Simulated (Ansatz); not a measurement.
**RuBrI: the cell at several levels of theory**

Aim: relax RuBrI (Janus 2H monolayer) with PBE, r2SCAN, PBEsol, LDA and HSE06 and see how far the functionals disagree on the cell. This is a trial cell built on a prototype, not taken from a measured structure, and it needn't be the compound's ground state.

Program: Ansatz 0.2.0. PAW datasets, plane waves, zero pressure. The structure was generated, not taken from experiment, and needn't be the ground state; spin polarisation is off.

### Step 1. Starting point

In-plane lattice: a = 3.669 Å, b = 3.669 Å, γ = 120.0°; thickness between the outer nuclei 3.58 Å. Ru has 3 Br at 2.77 Å and 3 I at 2.77 Å; Br has 3 Ru at 2.77 Å; I has 3 Ru at 2.77 Å.

Coordinates:

```cif
data_structure
_symmetry_space_group_name_H-M 'P 1'
_symmetry_Int_Tables_number 1
_cell_length_a 3.6692
_cell_length_b 3.6692
_cell_length_c 18.0000
_cell_angle_alpha 90.000
_cell_angle_beta 90.000
_cell_angle_gamma 120.000
_cell_volume 209.86
loop_
_atom_site_label
_atom_site_type_symbol
_atom_site_fract_x
_atom_site_fract_y
_atom_site_fract_z
_atom_site_occupancy
Ru1 Ru 0.33333 0.66667 0.50000 1
Br1 Br 0.66667 0.33333 0.59951 1
I1 I 0.66667 0.33333 0.40049 1
```
Periodic in the plane only; c spans the vacuum.

### Step 2. Relaxation with PBE

Input file input.yaml:

```yaml
crystal:
  lattice:
    - [3.66916589, 0.0, 0.0]
    - [-1.834582945, 3.1775908714, 0.0]
    - [0.0, 0.0, 18.0]
  atoms:
    - { symbol: Ru, position: [0.3333333333, 0.6666666667, 0.5] }
    - { symbol: Br, position: [0.6666666667, 0.3333333333, 0.5995136856] }
    - { symbol: I, position: [0.6666666667, 0.3333333333, 0.4004863144] }
  periodic: [true, true, false]
kpoints:
  mp_grid: { grid: [12, 12, 1] }
hamiltonian:
  xc: pbe
scf:
  occupations: { method: fermi_dirac, width: 0.02 }
relax:
  f_tol: 0.005
  cell: {}
output:
  write_density: true
  write_potential: true
  elf: true
  volumetric_format: npy
```

Run with:

```console
> ansatz run input.yaml --threads 4 --pin off --max-ram 5529MiB --backend cpu --events-out ev --progress --plain --runs-dir out
```

After this run come: Relaxation with r2SCAN; PBEsol: cell and atoms; Relaxation with LDA; HSE06: cell and atoms.

Q: Predict the outcome of this session. Wanted: for each run, a; area; SCF geometries.

As calculated:

| level | a (Å) | area (Å²/atom) | SCF geometries |
| --- | --- | --- | --- |
| PBE | 3.760 | 4.082 | 10 |
| r2SCAN | 3.739 | 4.036 | 5 |
| PBEsol | 3.692 | 3.936 | 6 |
| LDA | 3.659 | 3.864 | 6 |
| HSE06 | 3.727 | 4.009 | 7 |

What this shows: From the start to the first minimum the area moved by +5.0 %. The area runs from LDA (least) to PBE (most), a spread of 5.7 %, or 2.8 % in length if all axes shared it alike. The meshes differ: PBE 12×12×1, r2SCAN 12×12×1, PBEsol 12×12×1, LDA 12×12×1, HSE06 6×6×1.
